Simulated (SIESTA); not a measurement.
Something may be wrong with this SIESTA 5.4.2 calculation of TiPd.

Contents of TiPd.fdf:

```
SystemName                      TiPd
SystemLabel                     TiPd
NumberOfSpecies                 2
NumberOfAtoms                   2
%block ChemicalSpeciesLabel
  1  46 Pd
  2  22 Ti
%endblock ChemicalSpeciesLabel

LatticeConstant                 1.0 Ang
%block LatticeVectors
     2.8147090400     0.0000000000     0.0000000000
     0.0000000000     2.8147090400     0.0000000000
     0.0000000000     0.0000000000     3.8657642400
%endblock LatticeVectors
AtomicCoordinatesFormat         Fractional
%block AtomicCoordinatesAndAtomicSpecies
     0.5000000000     0.5000000000     0.5000000000  1  Pd
     0.0000000000     0.0000000000     0.0000000000  2  Ti
%endblock AtomicCoordinatesAndAtomicSpecies

%block kgrid.MonkhorstPack
    9   0   0  0.0
    0   9   0  0.0
    0   0   7  0.0
%endblock kgrid.MonkhorstPack
XC.Functional                   GGA
XC.Authors                      PBE
PAO.BasisSize                   DZP
PAO.EnergyShift                 0.003 Ry
Mesh.Cutoff                     800 Ry
OccupationFunction              FD
ElectronicTemperature           0.05 eV
MaxSCFIterations                50
SCF.MustConverge                false
SCF.Mixer.Method                Pulay
SCF.Mixer.Weight                0.25
SCF.Mixer.History               8
SCF.DM.Tolerance                1.0e-14
SCF.H.Tolerance                 1.0e-13 eV
WriteForces                     true
Charge.Mulliken                 end
%block PAO.Basis
  Pd 5
  n=4 0 2
    2.822 0.000
  n=5 0 2
    8.721 0.000
  n=4 1 2
    3.234 0.000
  n=5 1 1
    8.721
  n=4 2 2
    5.877 0.000
  Ti 5
  n=3 0 2
    3.144 0.000
  n=4 0 2
    8.756 0.000
  n=3 1 2
    3.568 0.000
  n=4 1 1
    8.756
  n=3 2 2
    6.267 0.000
%endblock PAO.Basis
```

Potentials or basis: PseudoDojo 0.4 standard (PBE files), DZP (energy shift 0.003 Ry; two zetas on semicore shells).

Launch:

```sh
$ siesta < TiPd.fdf > TiPd.out 2>&1
```

TiPd.out:

```text
Version         : 5.4.2

                           ***********************
                           *  WELCOME TO SIESTA  *
                           ***********************

 NOTE: Siesta V5 introduces some new defaults for basis-set generation
 NOTE: which might lead to slightly different numerical results.
 NOTE: Please see the manual for full details and compatibility measures.

reinit: Reading from standard input
reinit: Dumping input in INPUT_TMP.59664
************************** Dump of input data file ****************************
SystemName                      TiPd
SystemLabel                     TiPd
NumberOfSpecies                 2
NumberOfAtoms                   2
%block ChemicalSpeciesLabel
  1  46 Pd
  2  22 Ti
[... 709 lines left out ...]
siesta: Ekinion =         0.000000
siesta: Eharris =     -5272.125248
siesta: Etot    =     -5299.539837
siesta: FreeEng =     -5299.560269

        iscf     Eharris(eV)        E_KS(eV)     FreeEng(eV)     dDmax    Ef(eV) dHmax(eV)
   scf:    1    -5272.125248    -5299.539837    -5299.560269  1.129227 -6.089540  9.541371
   scf:    2    -5295.445262    -5300.903790    -5300.921130  0.389331 -6.898527  6.797684
   scf:    3    -5301.893417    -5302.314954    -5302.333070  0.217438 -6.728706  1.948351
   scf:    4    -5302.277099    -5302.378636    -5302.396949  0.062999 -6.968362  0.722670
   scf:    5    -5302.228481    -5302.363570    -5302.381796  0.065368 -6.881980  0.996848
   scf:    6    -5302.380935    -5302.402655    -5302.421308  0.033600 -6.953964  0.264683
   scf:    7    -5302.405069    -5302.405880    -5302.424560  0.007305 -6.938395  0.059511
   scf:    8    -5302.405985    -5302.405938    -5302.424622  0.000755 -6.941265  0.033168
   scf:    9    -5302.405940    -5302.405981    -5302.424667  0.001225 -6.943969  0.012668
   scf:   10    -5302.405990    -5302.405989    -5302.424674  0.000402 -6.943335  0.000497
[... 8 lines left out ...]
   scf:   19    -5302.405989    -5302.405989    -5302.424674  0.000000 -6.943322  0.000000
   scf:   20    -5302.405989    -5302.405989    -5302.424674  0.000000 -6.943322  0.000000
   scf:   21    -5302.405989    -5302.405989    -5302.424674  0.000000 -6.943322  0.000000
   scf:   22    -5302.405989    -5302.405989    -5302.424674  0.000000 -6.943322  0.000000
   scf:   23    -5302.405989    -5302.405989    -5302.424674  0.000000 -6.943322  0.000000
   scf:   24    -5302.405989    -5302.405989    -5302.424674  0.000000 -6.943322  0.000000
   scf:   25    -5302.405989    -5302.405989    -5302.424674  0.000000 -6.943322  0.000000
   scf:   26    -5302.405989    -5302.405989    -5302.424674  0.000000 -6.943322  0.000000
   scf:   27    -5302.405989    -5302.405989    -5302.424674  0.000000 -6.943322  0.000000
   scf:   28    -5302.405989    -5302.405989    -5302.424674  0.000000 -6.943322  0.000000
```

Problem. How did it end, and where is the flaw?

Solution. The calculation hadn't finished when its time ran out. The input holds a flaw that was put in on purpose: tolerance that can't be met (SCF.DM.Tolerance = 1.0e-14; SCF.H.Tolerance = 1.0e-13 eV).

A sound run on the same cell differs in these lines of the main input:
```diff
@@ -34 +34 @@
-MaxSCFIterations                50
+MaxSCFIterations                120
@@ -39,2 +39,2 @@
-SCF.DM.Tolerance                1.0e-14
-SCF.H.Tolerance                 1.0e-13 eV
+SCF.DM.Tolerance                5.0e-05
+SCF.H.Tolerance                 1.0e-03 eV
```
